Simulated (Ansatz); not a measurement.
# C3H12FGeN3: one species, many methods

One table from this session's results is given with a row withheld; the runs are named, their logs left out.

Method: functionals in def2-TZVPP, the program's frozen cores in correlated methods; program: Ansatz 0.2.0, Gaussian basis.

Levels to be run: LDA (SPW92), PBE-D4, revPBE-D4, BLYP-D4, r2SCAN-D4, B97M-V, PBE0-D4, B3LYP-D4, r2SCANh-D4, r2SCAN0-D4, HSE06-D4, BHLYP-D4, CAM-B3LYP-D4, LC-ωPBE, ωB97X-V, ωB97M-V, B2PLYP, PBE-QIDH; CCSD(T)/def2-SVP; CCSD(T)/def2-TZVPP; MP2/def2-QZVPP; extrapolation to the limit; RPA on PBE.

### The relaxed structure

An earlier PBE0-D4 in a triple-zeta def2 set relaxation fixed the geometry.

SMILES `C[NH][Ge]([F])([NH]C)[NH]C`, 20 atoms, charge 0, spin multiplicity 1.

Atoms are counted from 1 here; the program's logs count them from 0.

Bond lengths: C1–N2 1.450 Å, C1–H9 1.093 Å, C1–H10 1.099 Å, C1–H11 1.094 Å, N2–Ge3 1.818 Å, N2–H12 1.009 Å, Ge3–F4 1.748 Å, Ge3–N5 1.814 Å, Ge3–N7 1.799 Å, N5–C6 1.450 Å, N5–H13 1.009 Å, C6–H14 1.091 Å, C6–H15 1.094 Å, C6–H16 1.098 Å, N7–C8 1.449 Å, N7–H17 1.008 Å, C8–H18 1.097 Å, C8–H19 1.091 Å and more. Angles: N2–C1–H9 109.5°, N2–C1–H10 114.4°, N2–C1–H11 110.3°, H9–C1–H10 107.5°, H9–C1–H11 106.9°, H10–C1–H11 107.8°, C1–N2–Ge3 120.5°, C1–N2–H12 113.2°, Ge3–N2–H12 113.0°, N2–Ge3–F4 101.4°, N2–Ge3–N5 122.9°, N2–Ge3–N7 107.1°, F4–Ge3–N5 103.2°, F4–Ge3–N7 116.3°, N5–Ge3–N7 106.5°, Ge3–N5–C6 121.4°, Ge3–N5–H13 114.3°, C6–N5–H13 113.5° and more.

The first run:

Input file in.yaml:

```yaml
crystal:
  periodic: [false, false, false]
  atoms:
    - {symbol: C, position_ang: [-2.480865, 0.782033, -0.589451]}
    - {symbol: N, position_ang: [-1.584176, -0.222995, -1.126784]}
    - {symbol: Ge, position_ang: [0.102457, -0.399285, -0.470516]}
    - {symbol: F, position_ang: [0.528312, -1.998238, -1.033218]}
    - {symbol: N, position_ang: [0.467507, -0.474095, 1.305188]}
    - {symbol: C, position_ang: [0.013854, -1.581467, 2.123358]}
    - {symbol: N, position_ang: [1.072099, 0.963149, -1.133558]}
    - {symbol: C, position_ang: [2.476433, 1.168779, -0.841628]}
    - {symbol: H, position_ang: [-1.950606, 1.733231, -0.497491]}
    - {symbol: H, position_ang: [-2.897157, 0.538718, 0.397948]}
    - {symbol: H, position_ang: [-3.317461, 0.949624, -1.273805]}
    - {symbol: H, position_ang: [-2.035979, -1.109227, -1.297250]}
    - {symbol: H, position_ang: [0.423896, 0.417383, 1.775316]}
    - {symbol: H, position_ang: [0.152472, -2.515002, 1.575176]}
    - {symbol: H, position_ang: [0.614012, -1.651413, 3.035149]}
    - {symbol: H, position_ang: [-1.042438, -1.519667, 2.418456]}
    - {symbol: H, position_ang: [0.799529, 1.245644, -2.062312]}
    - {symbol: H, position_ang: [3.145527, 0.656747, -1.543560]}
    - {symbol: H, position_ang: [2.698136, 0.790251, 0.157641]}
    - {symbol: H, position_ang: [2.722848, 2.235230, -0.852660]}
basis:
  gaussian: {orbitals: def2-TZVPP}
hamiltonian: {xc: lda}
output: {orbitals: {seedname: orbitals}}
```

On the command line:

```
$ ansatz run in.yaml --threads 4 --pin off --events-out ev --progress --plain --max-ram 46080MiB --backend cuda --devices 0, --max-vram 37GiB
```

Steps of the session up to this table: LDA; PBE-D4 (GGA); revPBE-D4 (GGA); BLYP-D4 (GGA); r2SCAN-D4 (meta-GGA); B97M-V (meta-GGA); PBE0-D4 (hybrid); B3LYP-D4 (hybrid); r2SCANh-D4 (hybrid); r2SCAN0-D4 (hybrid); HSE06-D4 (hybrid); BHLYP-D4 (hybrid); CAM-B3LYP-D4 (range-separated); LC-ωPBE (range-separated); ωB97X-V (range-separated); ωB97M-V (range-separated); B2PLYP (double hybrid); PBE-QIDH (double hybrid).

One of the session's tables, all rows but one given; the rest of the session is left out.

It belongs to the step «Orbital energies across the functionals». 

| functional | HOMO (eV) | LUMO (eV) | gap (eV) |
| --- | --- | --- | --- |
| LDA (SPW92) | -5.28 | -0.58 | 4.69 |
| PBE-D4 | -5.13 | -0.35 | 4.78 |
| revPBE-D4 | -5.07 | -0.22 | 4.85 |
| BLYP-D4 | -5.02 | -0.33 | 4.70 |
| r2SCAN-D4 | -5.41 | 0.17 | 5.58 |
| B97M-V | -5.54 | -0.19 | 5.35 |
| PBE0-D4 | -6.53 | 0.53 | 7.07 |
| B3LYP-D4 | ? | ? | ? |
| r2SCANh-D4 | -5.93 | 0.47 | 6.40 |
| r2SCAN0-D4 | -6.73 | 0.88 | 7.61 |
| HSE06-D4 | -6.13 | 0.16 | 6.29 |
| BHLYP-D4 | -7.87 | 1.21 | 9.09 |
| CAM-B3LYP-D4 | -7.95 | 1.34 | 9.29 |
| LC-ωPBE | -9.31 | 2.67 | 11.99 |
| ωB97X-V | -8.96 | 2.42 | 11.38 |
| ωB97M-V | -8.88 | 2.00 | 10.88 |

Estimate the missing values for B3LYP-D4.

Worked estimate for «HOMO (eV)». Against the share of exact exchange, BLYP-D4 (0, -5.02), BHLYP-D4 (0.5, -7.87) give a slope of -5.70 per unit share; at 0.2 the line stands at -6.16.

The run gave: HOMO (eV): -6.31; LUMO (eV): 0.21; gap (eV): 6.51. In «HOMO (eV)» the line misses by +0.15.
